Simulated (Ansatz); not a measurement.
## CH5FSSi, SMILES FCS[SiH3]: a rigid scan of one bond length, step by step

Computed with Ansatz 0.2.0, Python API.

The cells in order, each with its output:

**Cell 1**
```python
import ansatz as az
import numpy as np
```

**Cell 2**
```python
geometry_ang = [
    ("F", (-1.6356, 0.8568, 0.3607)),
    ("C", (-0.4305, 1.3794, 0.5267)),
    ("S", (0.6236, 0.08, 1.1118)),
    ("Si", (0.576, -1.3486, -0.4523)),
    ("H", (-0.0707, 1.7881, -0.4392)),
    ("H", (-0.4762, 2.2042, 1.2629)),
    ("H", (1.5418, -2.4193, -0.2278)),
    ("H", (-0.8181, -1.9356, -0.4681)),
    ("H", (0.7782, -0.6513, -1.6918)),
]
mol = az.Crystal.molecule()
for symbol, xyz in geometry_ang:
    mol = mol.atom(symbol, xyz)

symbols = [site.symbol for site in mol.cartesian_sites]
start = np.array([site.position_ang for site in mol.cartesian_sites])
axis = (start[7] - start[3]) / np.linalg.norm(start[7] - start[3])
moving = [7]
lengths, energies = [1.29, 1.39, 1.51, 1.66, 1.89, 2.27, 2.72, 3.33], []
for length in lengths:
    xyz = start.copy()
    xyz[moving] += (length - np.linalg.norm(start[7] - start[3])) * axis
    point = az.Crystal.molecule()
    for symbol, place in zip(symbols, xyz):
        point = point.atom(symbol, place.tolist())
    model = (
        point.calculation()
        .basis(gaussian="def2-SVP")
        .correlation("MP2")
    )
    rep = model.run().report
    energies.append(rep["free_energy_ev"])
    print(f"r = {length:6.3f} A  E = {energies[-1]:.5f} eV  <S^2> = {abs(rep['mean_field']['state']['spin_squared']):.3f}")
```
Output:
```text
r =  1.290 A  E = -22500.70437 eV  <S^2> = 0.000
r =  1.390 A  E = -22501.08169 eV  <S^2> = 0.000
r =  1.510 A  E = -22501.16635 eV  <S^2> = 0.000
r =  1.660 A  E = -22500.93618 eV  <S^2> = 0.000
r =  1.890 A  E = -22500.24500 eV  <S^2> = 0.000
r =  2.270 A  E = -22498.91748 eV  <S^2> = 0.000
r =  2.720 A  E = -22497.60390 eV  <S^2> = 0.000
r =  3.330 A  E = -22496.45206 eV  <S^2> = 0.000
```

**Cell 3**
```python
print("energy above the lowest point (eV):", [round(e - min(energies), 3) for e in energies])
```
Output:
```text
energy above the lowest point (eV): [0.462, 0.085, 0.0, 0.23, 0.921, 2.249, 3.562, 4.714]
```

Reading the output:
- Total energies depend on the basis set; only differences at equal settings carry meaning.
- The rest of the molecule is held rigid at a force-field or estimated start geometry, and the basis set is modest; single-reference methods fail as a bond breaks.
- The orbitals are restricted, so S² is zero by construction.
- Toward dissociation an unrestricted state can lie under the restricted one, by tenths of an eV for polar bonds under a functional and by 1 to 2 eV or more for others.
- S² is that of the Hartree-Fock reference.
- Wall time of the script: 9.2 s on 1 thread of Arm Neoverse V2, with other jobs on the host, peak memory 0.26 GiB.
